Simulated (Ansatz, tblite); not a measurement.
## A script for ZnS (GFN2-xTB)

These are simulated results from tblite 0.8.0, not measurements. The cell began as a measured structure and was relaxed with r2SCAN in plane waves (Ansatz 0.2.0). All runs are without spin polarisation.

It is cubic, F-43m (No. 216); conventional cell a = 5.388 Å, 19.55 Å³ an atom. Around Zn lie 4 S at 2.33 Å; around S lie 4 Zn at 2.33 Å.

tblite solves periodic systems at the zone centre alone, so the script builds a cluster of 2×2×2 conventional cells (64 atoms), which folds in a coarse mesh of k points.

run.py reads:

```python
import json
from ase import Atoms
from ase.build import make_supercell
from ase.units import Bohr, GPa, Hartree
from tblite.interface import Calculator

atoms = Atoms(['Zn', 'S'],
              cell=[[0.0, 2.69409556, 2.69409556], [2.69409556, 0.0, 2.69409556], [2.69409556, 2.69409556, 0.0]],
              scaled_positions=[[0.25, 0.25, 0.25], [0.0, 0.0, 0.0]],
              pbc=True)
cluster = make_supercell(atoms, [[-2, 2, 2], [-2, -2, 2], [2, -2, 2]])
calc = Calculator('GFN2-xTB', cluster.numbers, cluster.positions / Bohr, lattice=cluster.cell[:] / Bohr, periodic=cluster.pbc)
calc.set('temperature', 0.02 / Hartree)
calc.set('max-iter', 150)
res = calc.singlepoint()
levels = res.get('orbital-energies') * Hartree
nv = round(res.get('orbital-occupations').sum() / 2)
cells = len(cluster) // len(atoms)
out = {'energy_per_cell': res.get('energy') * Hartree / cells, 'homo': levels[nv - 1], 'lumo': levels[nv],
       'stress': (-res.get('virial') * Hartree / cluster.get_volume() / GPa).tolist(), 'charges': res.get('charges')[:len(atoms)].tolist(), 'electrons': 2 * nv / cells}
json.dump(out, open('results.json', 'w'))
for key, value in out.items():
    print(key, value)
```

Command: `python run.py`. It took 4.3 s on 1 thread of Arm Neoverse V1, on a shared host, peak memory 0.11 GiB.

Output:

```
------------------------------------------------------------
  cycle        total energy    energy error   density error
------------------------------------------------------------
      1     -106.8199315058  -1.0712816E+02   4.4738594E-01
      2     -120.9076436607  -1.4087712E+01   2.3670097E-01
      3     -124.4241109189  -3.5164673E+00   1.1187397E-01
      4     -123.7615385569   6.6257236E-01   1.0282847E-01
      5     -124.9032229586  -1.1416844E+00   5.1846009E-02
      6     -125.2493169207  -3.4609396E-01   3.1467010E-03
      7     -125.2471330444   2.1838763E-03   4.7780963E-03
      8     -125.2493599649  -2.2269205E-03   1.0120643E-03
      9     -125.2494275140  -6.7549153E-05   5.6459330E-04
     10     -125.2494570502  -2.9536111E-05   3.3927573E-04
     11     -125.2494703800  -1.3329825E-05   4.1695334E-05
     12     -125.2494704418  -6.1798616E-08   1.1653964E-05
------------------------------------------------------------

 total:                                   3.657 sec
energy_per_cell -106.50661529808548
homo -9.788888777028951
lumo -8.415025088343183
stress [[3.563617353179929, -8.241522629703122e-07, 8.241522323388632e-07], [-8.241522629314816e-07, 3.56361735317994, 8.241522307737765e-07], [8.24152232136794e-07, 8.241522308850596e-07, 3.5636173531798714]]
charges [0.23125144484123883, -0.23125382000845146]
electrons 8.0
```

The cycle table is in hartree for the whole cluster, and the lines after it are in eV (the energy for one cell). The printed stress is in GPa and positive in compression, and the pressure is its mean diagonal.

GFN2-xTB gives a gap of 1.37 eV. On the same cell, plane-wave PBE (Ansatz, 8×8×8 k points and the special points) gives a gap of 2.15 eV and r2SCAN a gap of 2.71 eV; on shared hosts these took about 2.1 and 5 core-seconds on the 2-atom cell, against 4.3 for the script. Semilocal gaps usually lie below measured ones. xTB was fitted to molecules, so gaps, charges and pressures of solids can be far off, and the gap also depends on the size of the cluster.

The same script was run on cells scaled at fixed shape and fractional coordinates:

```csv
volume (Å³/atom),energy (meV/atom),"pressure (GPa, positive in compression)",gap (eV)
17.21,122.2,14.13,3.11
18.38,41.8,8.02,2.12
19.55,0.0,3.56,1.37
20.73,-13.5,0.28,0.81
21.90,-6.7,-2.12,0.38
```

A Birch-Murnaghan fit puts the minimum at 20.86 Å³/atom, 6.7 % above the given cell, with a bulk modulus of 47.6 GPa at fixed shape.

xTB was fitted mostly to molecules, and a small cluster samples few k points, so gaps, pressures and kinks along a curve can be far from a solid's.
